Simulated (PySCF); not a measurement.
# C4H10O3Si: the cost of one run

Computed with PySCF 2.14.0 and routines of our own; the level stands in each step. Atoms count from 0.

## Step 1: The system as given

18 atoms, charge 0, multiplicity 1; geometry from: GFN2-xTB.

## Step 2: Magnetic properties: GIAO B3LYP/pcSseg-1

The job: settings as JSON, then the geometry in Å.

```
{"job": {"kind": "mag", "xc": "B3LYP", "basis": "pcSseg-1", "isotopologues": 2}, "charge": 0, "multiplicity": 1}
C      2.793199    -0.409807    -0.771461
O      1.750241    -0.501120     0.196211
C      0.616380     0.122145    -0.105927
O      0.436516     0.748813    -1.116682
C     -0.446172    -0.075069     0.960000
C     -0.974852    -1.510703     0.838207
O     -1.466008     0.841814     0.829020
Si    -1.976809     1.674261    -0.479377
H      3.630668    -0.970537    -0.365379
H      2.466106    -0.836710    -1.721129
H      3.069808     0.633728    -0.930094
H      0.019474     0.060898     1.946894
H     -1.392643    -1.659813    -0.154962
H     -0.173436    -2.223439     1.011599
H     -1.761042    -1.662063     1.572648
H     -1.133206     2.818258    -0.810368
H     -3.228694     2.126062     0.125232
H     -2.238289     0.829597    -1.642753
```

Level: GIAO B3LYP/pcSseg-1 magnetisability, rotational g tensor and spin-rotation constants, non-relativistic, gas phase.

Command:

```
$ OMP_NUM_THREADS=1 python excited_run.py task.json out
```

The driver reads the jobs from task.json and runs them one after another.

**Question.** How long does this first job take on 1 thread of AMD EPYC 7R13, shared host, and how much memory does it need?

About 32 s, with a peak of 0.86 GiB.
